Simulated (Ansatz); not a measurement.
I need a relaxation of cell and ions of K₂TiHgF₆, space group Fm-3m. Use Ansatz 0.2.0, Python API. Use: PBEsol, PAW, the default cutoff (420 eV here), 4×4×4 k-points, cold smearing of 0.1 eV.

```
K Ti Hg F
1.0
     0.00000    4.80692    4.80692
     4.80692    0.00000    4.80692
     4.80692    4.80692    0.00000
K Ti Hg F
2 1 1 6
Direct
  0.25000 0.25000 0.25000
  0.75000 0.75000 0.75000
  0.00000 0.00000 0.00000
  0.50000 0.50000 0.50000
  0.19677 0.19677 0.80323
  0.19677 0.80323 0.80323
  0.80323 0.80323 0.19677
  0.19677 0.80323 0.19677
  0.80323 0.19677 0.80323
  0.80323 0.19677 0.19677
```

Script `run_vcrelax.py`:
```python
# -*- coding: utf-8 -*-
"""Variable-cell relaxation of K2TiHgF6."""

from pathlib import Path

import ansatz as az
from ase import Atoms
from ase.data import atomic_numbers
from ase.io import write
import numpy as np
from pymatgen.core import Structure
from pymatgen.symmetry.analyzer import SpacegroupAnalyzer
import spglib

def edges_and_angles(cell):
    cell = np.asarray(cell)
    a, b, c = np.linalg.norm(cell, axis=1)
    cosines = cell[1] @ cell[2] / (b * c), cell[0] @ cell[2] / (a * c), cell[0] @ cell[1] / (a * b)
    return (a, b, c, *np.degrees(np.arccos(cosines)))

system = (
    az.Lattice.from_parameters(6.798017, 6.798017, 6.798017, alpha=60.0, beta=60.0, gamma=60.0)
    .atom("K", [0.25, 0.25, 0.25])
    .atom("K", [0.75, 0.75, 0.75])
    .atom("Ti", [0.0, 0.0, 0.0])
    .atom("Hg", [0.5, 0.5, 0.5])
    .atom("F", [0.19677, 0.19677, 0.80323])
    .atom("F", [0.19677, 0.80323, 0.80323])
    .atom("F", [0.80323, 0.80323, 0.19677])
    .atom("F", [0.19677, 0.80323, 0.19677])
    .atom("F", [0.80323, 0.19677, 0.80323])
    .atom("F", [0.80323, 0.19677, 0.19677])
)

# part of the cell is held
base = (
    system.calculation()
    .occupations("Marzari-Vanderbilt")
    .kpoints(spacing=0.32)
    .scf(tolerance=1e-09)
    .functional("pbesol")
    .relax(force_tolerance=0.03, fix_cell=["c/a", "angles"])
    .density()
    .potential()
    .electron_localization_function()
    .output_files(volumetric_format="npy")
)
steps = []


def collect(event):
    if event["event"] == "relax_step":
        steps.append(event["data"])


outcome = base.session().plan().execute(on_event=collect)
r = outcome.report
for s in steps:
    flag = "" if s["accepted"] else "  (rejected)"
    print("step %2d  E = %.5f eV  largest force component = %.4f eV/A%s" % (s["step"], s["lagrangian_ev"], s["allowed_force_max_ev_ang"], flag))

first, last = steps[0], steps[-1]
symbols = [site.symbol for site in outcome.lattice.sites]
print(f"energy gained {first['lagrangian_ev'] - last['lagrangian_ev']:.4f} eV in {len(steps) - 1} steps")
for label, vectors in (("before", first["cell_ang"]), ("after", outcome.lattice.cell_ang)):
    print(label, "a b c (A) {:.4f} {:.4f} {:.4f}  angles {:.2f} {:.2f} {:.2f}".format(*edges_and_angles(vectors)), f" V = {abs(np.linalg.det(vectors)):.3f} A^3")
print("final stress xx yy zz (GPa, compression positive):", np.round(np.diag(r["stress_gpa"]), 3) + 0.0)

fractions = [site.position_frac for site in outcome.lattice.sites]
numbers = [atomic_numbers[s] for s in symbols]
for tolerance in (1e-3, 1e-2, 1e-1):
    print(f"space group at {tolerance} A:", spglib.get_spacegroup((outcome.lattice.cell_ang, fractions, numbers), symprec=tolerance))

change = np.array(last["positions_ang"]) @ np.linalg.inv(last["cell_ang"]) - np.array(first["positions_ang"]) @ np.linalg.inv(first["cell_ang"])
moved = np.linalg.norm(change @ np.array(last["cell_ang"]), axis=1)
print("displacement within the cell, strain taken out (A):", " ".join(f"{s}:{d:.3f}" for s, d in zip(symbols, moved)))

relaxed = Atoms(symbols, positions=[site.position_ang for site in outcome.lattice.sites], cell=outcome.lattice.cell_ang, pbc=True)
write("relaxed.vasp", relaxed, format="vasp")

print("atom   start x y z (A)              end x y z (A)")
for symbol, a, b in zip(symbols, first["positions_ang"], last["positions_ang"]):
    print(f"{symbol:3s}", " ".join(f"{v:8.4f}" for v in a), "  ", " ".join(f"{v:8.4f}" for v in b))

n_atoms = len(r["lattice"]["sites"])
print("F =", round(r["free_energy_ev"], 4), "eV for", n_atoms, "atoms")
print("E(sigma -> 0) =", round(r["energy_sigma0_ev"], 4), "eV, TS =", round(r["entropy_ts_ev"], 5), "eV")
print("closed by", r["closed_by"], "after", r["n_iterations"], "iterations")

final = Structure(outcome.lattice.cell_ang, [s.symbol for s in outcome.lattice.sites], [s.position_frac for s in outcome.lattice.sites])
analyser = SpacegroupAnalyzer(final, symprec=0.01)
standard = analyser.get_conventional_standard_structure()
print(analyser.get_crystal_system(), analyser.get_space_group_symbol(), len(standard), "atoms in the conventional cell")
print("a b c (A):", [round(x, 4) for x in standard.lattice.abc], " angles:", [round(x, 2) for x in standard.lattice.angles])
print(f"mass density {float(final.density):.3f} g/cm^3")

folder = Path(outcome.write_results("fields"))
print("densities in e/A^3, potentials in eV, ELF without unit")
for name in sorted(p.name for p in folder.glob("*.npy")):
    field = np.load(folder / name)
    print(f"{name:16s} {str(field.shape):16s} min {field.min():10.4f}  mean {field.mean():10.4f}  max {field.max():10.4f}")
```

```console
$ python run_vcrelax.py
DeckWarning: basis.ecutwfc = 420 eV, auto-derived from the records' recommended cutoffs: set by K (normal level)
DeckWarning: crystal.symmetry: narrowed to the stabiliser of the fixed cell quantities (relax.cell.fix) — unitary ops 48 → 4. The narrowing is safe, since a smaller group never makes results wrong: the run goes on under it, on as many k-points as the starting group would need, or more. Excluded: 44 operations that [...]
step  1  E = -23987.46200 eV  largest force component = 0.3332 eV/A
step  2  E = -23987.54108 eV  largest force component = 0.1440 eV/A
step  3  E = -23987.55417 eV  largest force component = 0.0256 eV/A
step  4  E = -23987.55460 eV  largest force component = 0.0028 eV/A
step  5  E = -23987.53516 eV  largest force component = 0.0031 eV/A
step  6  E = -23987.54054 eV  largest force component = 0.0001 eV/A
step  7  E = -23987.53678 eV  largest force component = 0.0000 eV/A
step  8  E = -23987.53811 eV  largest force component = 0.0003 eV/A
step  9  E = -23987.53599 eV  largest force component = 0.0003 eV/A
energy gained 0.0740 eV in 8 steps
before a b c (A) 6.7980 6.7980 6.7980  angles 60.00 60.00 60.00  V = 222.143 A^3
after a b c (A) 6.6435 6.6435 6.6435  angles 60.00 60.00 60.00  V = 207.340 A^3
final stress xx yy zz (GPa, compression positive): [-0.01 -0.01 -0.01]
space group at 0.001 A: Fm-3m (225)
space group at 0.01 A: Fm-3m (225)
space group at 0.1 A: Fm-3m (225)
displacement within the cell, strain taken out (A): K:0.000 K:0.000 Ti:0.000 Hg:0.000 F:0.020 F:0.020 F:0.020 F:0.020 F:0.020 F:0.020
atom   start x y z (A)              end x y z (A)
K     3.3990   1.9624   1.3876      3.3218   1.9178   1.3561
K    10.1970   5.8873   4.1629      9.9653   5.7535   4.0683
Ti    0.0000   0.0000   0.0000     -0.0000  -0.0000   0.0000
Hg    6.7980   3.9248   2.7753      6.6435   3.8356   2.7122
F     4.7367   2.7347   4.4584      4.6429   2.6806   4.3457
F     6.7980   6.3051   4.4584      6.6435   6.1457   4.3457
F     8.8594   5.1150   1.0922      8.6441   4.9907   1.0787
F     4.7367   5.1150   1.0922      4.6429   4.9907   1.0787
F     8.8594   2.7347   4.4584      8.6441   2.6806   4.3457
F     6.7980   1.5446   1.0922      6.6435   1.5256   1.0787
F = -23987.536 eV for 10 atoms
E(sigma -> 0) = -23987.536 eV, TS = -0.0 eV
closed by deck_thresholds after 5 iterations
cubic Fm-3m 40 atoms in the conventional cell
a b c (A): [9.3954, 9.3954, 9.3954]  angles: [90.0, 90.0, 90.0]
mass density 3.529 g/cm^3
densities in e/A^3, potentials in eV, ELF without unit
elf.npy          (45, 45, 45)     min     0.0011  mean     0.2354  max     0.8795
rho.npy          (45, 45, 45)     min     0.0039  mean     0.4437  max    17.0897
v_es.npy         (45, 45, 45)     min   -48.3589  mean     3.0433  max     9.3809
v_tot.npy        (45, 45, 45)     min   -77.0706  mean    -4.9723  max     5.9379
```
(Warnings from the package without file and line, shortened.)

`relaxed.vasp`, as written:
```text
K  Ti Hg F
 1.0000000000000000
     6.6435395160870696    0.0000000502421398   -0.0000000177632789
     3.3217698015545052    5.7534741678246677   -0.0000000355265577
     3.3217697580435357    1.9178247142345328    5.4244272823800523
 K   Ti  Hg  F
   2   1   1   6
Cartesian
  3.3217697361654492  1.9178245803343739  1.3561068412158721
  9.9653093395196635  5.7534743519669682  4.0683203878743441
 -0.0000000000000000 -0.0000000000000000  0.0000000000000000
  6.6435395378425550  3.8356494661506706  2.7122136145451079
  4.6429424330080735  2.6806040202509789  4.3456944446565888
  6.6435394770210081  6.1457402241818739  4.3456942755773236
  8.6441366426770365  4.9906949120503619  1.0787327844336270
  4.6429423289175258  4.9906947087354165  1.0787328670650111
  8.6441367467675860  2.6806042235659233  4.3456943620252053
  6.6435395986641028  1.5255587081194679  1.0787329535128924
```

Caveats:
- Total energies depend on the potentials; only differences at equal settings carry meaning. A total without «per atom» is that of the cell as typed.
- The run is spin-unpolarised.
- Energies along a relaxation are free energies. Rows at an unchanged volume are solved on a plane-wave basis chosen afresh for that cell, so the energy jumps there and such rows are no steps of the walk.
- Edges and angles are those of the cell as typed, here a primitive one, not of the conventional cell.
- An opening on this mesh may only mean that it misses a point where bands touch.
- Spin-orbit coupling, which matters for elements this heavy, is left out.
- Grid values close to the nuclei reflect the PAW or pseudopotential construction, not the all-electron fields.
- The structure comes from a database of computed cells and needn't be a stable or known phase.
- Hardware and time: 4.7 min on 1 thread of Arm Neoverse N1 (shared host), peak memory 0.76 GiB.
